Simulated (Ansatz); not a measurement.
This script drives Ansatz 0.2.0, Python API.

Script `formation_li2si.py`:
```python
from collections import Counter
import warnings

import ansatz as az
from ase import Atoms
import numpy as np


def ground_state(name, crystal):
    calc = (
        crystal.calculation()
        .functional('r2scan')
        .pseudopotentials('nc')
        .mixing('msr1', preconditioner='kerker')
        .scf(extra_bands=2)
        .kpoints(spacing=0.39)
        .occupations('cold', width=0.05)
        .stress()
    )
    calc = calc.relax(force_tolerance=0.03, max_steps=40, cell=True)
    return calc.run(threads=1, backend='cpu')


def counts(outcome):
    return Counter(site.symbol for site in outcome.lattice.sites)

def formation_energy(outcome, mu):
    n = counts(outcome)
    return (outcome.report['energy_sigma0_ev'] - sum(k * mu[element] for element, k in n.items())) / sum(n.values())


def volume_per_atom(outcome):
    return abs(np.linalg.det(outcome.lattice.cell_ang)) / len(outcome.lattice.sites)

warnings.simplefilter('ignore', az.DeckWarning)

phases = {}
atoms = Atoms(
    ['Li', 'Li', 'Li', 'Li', 'Si', 'Si'],
    scaled_positions=[
        [0.359001, 0.359001, 0.359001],
        [0.640999, 0.640999, 0.640999],
        [0.794952, 0.794952, 0.794952],
        [0.205048, 0.205048, 0.205048],
        [0.061467, 0.061467, 0.061467],
        [0.938533, 0.938533, 0.938533],
    ],
    cell=[
        [2.170969, 1.25341, 6.132429],
        [-2.170969, 1.25341, 6.132429],
        [0.0, -2.50682, 6.132429],
    ],
    pbc=True,
)
li2si = az.Crystal.from_ase(atoms)
phases['Li2Si'] = li2si
atoms = Atoms(
    ['Li'],
    scaled_positions=[
        [0.0, 0.0, 0.0],
    ],
    cell=[
        [-1.75465, 1.75465, 1.75465],
        [1.75465, -1.75465, 1.75465],
        [1.75465, 1.75465, -1.75465],
    ],
    pbc=True,
)
li = az.Crystal.from_ase(atoms)
phases['Li'] = li
si = (
    az.Lattice.from_parameters(3.837553, 3.837553, 3.837553, alpha=60.0, beta=60.0, gamma=60.0)
    .atom('Si', [0.75, 0.75, 0.75])
    .atom('Si', [0.5, 0.5, 0.5])
)
phases['Si'] = si

done = {name: ground_state(name, crystal) for name, crystal in phases.items()}

references = {'Li': 'Li', 'Si': 'Si'}
mu = {element: done[name].report['energy_sigma0_ev'] / len(done[name].lattice.sites) for element, name in references.items()}

target = done['Li2Si']
heat = formation_energy(target, mu)
n = counts(target)
print('cell content:', dict(n), ' volume', round(volume_per_atom(target), 3), 'A^3/atom')
print('formation energy', round(heat, 4), 'eV/atom,', round(heat * sum(n.values()), 4), 'eV per cell')
print('bound against the elements' if heat < 0 else 'unbound against the elements')
```

It is started by `python formation_li2si.py`. How long does it take on 1 thread of Arm Neoverse V2 (shared host), and how much memory does it need?

It took about 60 s, with a peak of 1.2 GiB, for 3 runs of the engine.

```console
$ python formation_li2si.py
cell content: {<Element.LI: 'Li'>: 4, <Element.SI: 'Si'>: 2}  volume 16.774 A^3/atom
formation energy -0.2357 eV/atom, -1.4142 eV per cell
bound against the elements
```

Caveats:
- The settings weren't tested for convergence.
- Such functionals run on norm-conserving files made under PBE, which can move pressures by some GPa.
- For the metals among these phases the mesh is modest: differences between phases can be off by up to 40 meV an atom.
- The cells come from databases of deposited and of computed structures, and not all need be stable phases.
- The compound is the structure given, not necessarily its lowest; energies are at zero temperature, with no correction for gases. A semilocal functional's error on such energies is often 0.05 to 0.1 eV an atom, and 0.1 to 0.3 eV against gases such as O2 or F2.
